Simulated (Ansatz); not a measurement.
# Alloy of Si and C (2 of 64 Si sites exchanged), 64 atoms

Aim: relax the alloy cell and compare the gap by PBEsol and HSE06.

Method: density functional theory in Ansatz 0.2.0, PAW datasets, plane waves.

### Step 1. Starting point

64 atoms (62 Si, 2 C); a = 10.753 Å, b = 10.753 Å, c = 10.753 Å, α = 90.00°, β = 90.00°, γ = 90.00°. All atoms were shaken off their sites by about 0.02 Å along each axis.

Plan of the steps: (2) PBEsol cell relaxation at the single k point (½, ½, ½), on 1 × NVIDIA GB300 with 8 threads of Arm Neoverse-V2; (3) HSE06 single point at the Γ point alone, on 1 × NVIDIA GB300 with 8 threads of Arm Neoverse-V2.

### Step 2. PBEsol relaxation of the cell and the positions

in.yaml

```yaml
crystal:
  lattice:
    - [10.752840, 0.000000, 0.000000]
    - [0.000000, 10.752840, 0.000000]
    - [0.000000, 0.000000, 10.752840]
  atoms:
    - { symbol: Si, position: [0.000015, 0.999205, 0.996679] }
    - { symbol: Si, position: [0.000659, 0.502007, 0.999066] }
    - { symbol: Si, position: [0.999169, 0.496543, 0.500930] }
    - { symbol: Si, position: [0.500402, 0.999559, 0.996363] }
    - { symbol: Si, position: [0.499408, 0.000867, 0.498314] }
    - { symbol: Si, position: [0.499666, 0.504046, 0.998828] }
    - { symbol: Si, position: [0.498197, 0.502581, 0.500419] }
    - { symbol: Si, position: [0.123118, 0.123753, 0.122894] }
    - { symbol: Si, position: [0.122944, 0.123839, 0.625161] }
    - { symbol: Si, position: [0.127124, 0.624266, 0.124904] }
    - { symbol: Si, position: [0.126576, 0.628002, 0.627764] }
    - { symbol: Si, position: [0.625616, 0.125972, 0.125773] }
    - { symbol: Si, position: [0.619574, 0.126210, 0.628683] }
    - { symbol: Si, position: [0.624833, 0.623426, 0.124901] }
    - { symbol: Si, position: [0.623966, 0.629536, 0.625481] }
    - { symbol: Si, position: [0.249184, 0.248620, 0.003891] }
    - { symbol: Si, position: [0.249271, 0.251870, 0.500425] }
    - { symbol: Si, position: [0.248064, 0.755319, 0.998053] }
    - { symbol: Si, position: [0.252459, 0.750503, 0.498912] }
    - { symbol: Si, position: [0.753257, 0.248559, 0.998903] }
    - { symbol: Si, position: [0.753230, 0.249084, 0.500974] }
    - { symbol: Si, position: [0.749170, 0.749544, 0.001430] }
    - { symbol: Si, position: [0.752715, 0.748411, 0.497077] }
    - { symbol: Si, position: [0.376438, 0.378551, 0.125778] }
    - { symbol: Si, position: [0.374569, 0.373686, 0.625216] }
    - { symbol: Si, position: [0.372446, 0.876819, 0.125166] }
    - { symbol: Si, position: [0.375219, 0.873001, 0.624683] }
    - { symbol: Si, position: [0.874338, 0.374835, 0.127577] }
    - { symbol: Si, position: [0.877490, 0.372235, 0.625399] }
    - { symbol: Si, position: [0.876438, 0.876418, 0.127364] }
    - { symbol: Si, position: [0.872792, 0.874274, 0.627840] }
    - { symbol: Si, position: [0.250004, 0.000363, 0.251203] }
    - { symbol: Si, position: [0.253115, 0.998559, 0.746438] }
    - { symbol: Si, position: [0.249110, 0.499771, 0.251379] }
    - { symbol: Si, position: [0.249262, 0.498960, 0.750066] }
    - { symbol: Si, position: [0.748662, 0.000934, 0.248728] }
    - { symbol: Si, position: [0.748546, 0.999671, 0.749663] }
    - { symbol: Si, position: [0.750396, 0.500399, 0.248612] }
    - { symbol: Si, position: [0.751773, 0.499389, 0.750458] }
    - { symbol: Si, position: [0.371844, 0.123258, 0.376426] }
    - { symbol: Si, position: [0.374609, 0.123199, 0.874858] }
    - { symbol: Si, position: [0.376204, 0.622465, 0.380782] }
    - { symbol: Si, position: [0.375155, 0.626951, 0.872125] }
    - { symbol: Si, position: [0.876324, 0.124093, 0.377106] }
    - { symbol: Si, position: [0.874527, 0.122600, 0.872901] }
    - { symbol: Si, position: [0.873172, 0.625805, 0.377325] }
    - { symbol: Si, position: [0.876972, 0.624363, 0.877275] }
    - { symbol: Si, position: [0.000093, 0.249193, 0.248984] }
    - { symbol: Si, position: [0.999917, 0.246598, 0.751041] }
    - { symbol: Si, position: [0.997843, 0.752240, 0.250737] }
    - { symbol: Si, position: [0.001264, 0.748484, 0.751457] }
    - { symbol: Si, position: [0.499846, 0.247388, 0.247621] }
    - { symbol: Si, position: [0.506291, 0.749820, 0.250095] }
    - { symbol: Si, position: [0.500933, 0.750956, 0.751815] }
    - { symbol: Si, position: [0.125237, 0.374181, 0.374437] }
    - { symbol: Si, position: [0.126592, 0.373265, 0.880049] }
    - { symbol: Si, position: [0.124998, 0.878181, 0.372555] }
    - { symbol: Si, position: [0.122401, 0.874941, 0.876823] }
    - { symbol: Si, position: [0.624735, 0.372461, 0.374323] }
    - { symbol: Si, position: [0.624866, 0.374098, 0.874919] }
    - { symbol: Si, position: [0.626049, 0.873135, 0.376326] }
    - { symbol: Si, position: [0.624325, 0.880076, 0.875844] }
    - { symbol: C, position: [0.997440, 0.999400, 0.501604] }
    - { symbol: C, position: [0.505001, 0.250348, 0.753357] }
kpoints:
  mp_grid: { grid: [1, 1, 1], shift: [0.5, 0.5, 0.5] }
hamiltonian:
  xc: pbesol
scf:
  occupations: { method: fermi_dirac, width: 0.01 }
relax:
  f_tol: 0.03
  max_steps: 80
  escape_saddle: false
  adjacent_minimum: "off"
  cell: { fix: [shape] }
output:
  forces: true
  eigenvalues: true
  populations: true
```

The runs that follow: HSE06 single point.

What does the calculation give? Wanted: for each run, top filled to lowest empty.

As calculated:

```
             level         time   k points  top filled to lowest empty (eV)
PBEsol, relaxation  5.7 s (GPU)  (½, ½, ½)                             1.33
             HSE06   16 s (GPU)          Γ                             1.18
```

```
     quantity                                                                         value
   relaxation                                              6 recorded steps, 4.68 eV gained
largest shift                                                                 0.36 Å (Si31)
 relaxed cell  a = 10.743 Å, b = 10.743 Å, c = 10.743 Å, α = 90.00°, β = 90.00°, γ = 90.00°
   mean bonds                                                     C–Si 1.994, Si–Si 2.352 Å
```

**What this shows.** The relaxation lowers the energy by 4.68 eV; the largest shift is 0.36 Å (Si31), while the volume changes by -0.3 %. The mean lengths of the listed bonds run from C–Si 1.99 Å to Si–Si 2.35 Å. Rows on different k points differ by sampling as well as by level. With one k point the spacing samples only the states that fold onto it, so it can exceed the gap over the zone.
